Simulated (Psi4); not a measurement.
# SCS-MP2/def2-SVPD (sfX2C, density fitting) run of GeCl2 (SMILES [Cl][Ge][Cl])

We compute energy and gradient of GeCl2. 

The results are computed with Psi4 1.11.

2 further runs of the same task are left out: 2 set aside as unsound or not needed.

### Step 1. The system as given

GeCl2: 3 atoms, total charge 0, spin state singlet. SMILES: `[Cl][Ge][Cl]`. The shape comes from GFN2-xTB, which is rough for such elements, and wasn't checked as a minimum.

Bond lengths: Ge1–Cl2 2.162 Å, Ge1–Cl3 2.162 Å. Angles: Cl2–Ge1–Cl3 99.5°.

### Step 2. Energy and forces at SCS-MP2/def2-SVPD (sfX2C, density fitting)

job.in reads:

```
memory 1600 MB

molecule molecule1 {
  Ge     0.00924076    -0.01343595    -1.75967517
  Cl     3.11396630    -0.03556465     0.89710968
  Cl    -3.12320706     0.04900060     0.86256549
  units au
  symmetry c1
}

set basis def2-SVPD
set scf_type df
set freeze_core true
set mp2_type df
set relativistic x2c

energy_value, wavefunction = gradient("scs-mp2", return_wfn=True)
```

Started as:

```console
psi4 job.in job.out -n 1
```

What values should one expect? Wanted: total energy; correlation energy; largest force on an atom.

Computed results:

Level: SCS-MP2/def2-SVPD (sfX2C, density fitting).

| quantity | value |
| --- | --- |
| total energy | -3014.01696 Eh |
| correlation energy | -470.3 mEh |
| largest force on an atom | 0.942 eV/Å |

In words: The largest force is 0.94 eV/Å: the shape isn't a stationary point for this species at this level. The basis was contracted for non-relativistic atoms, which limits what the relativistic Hamiltonian can do in the core.
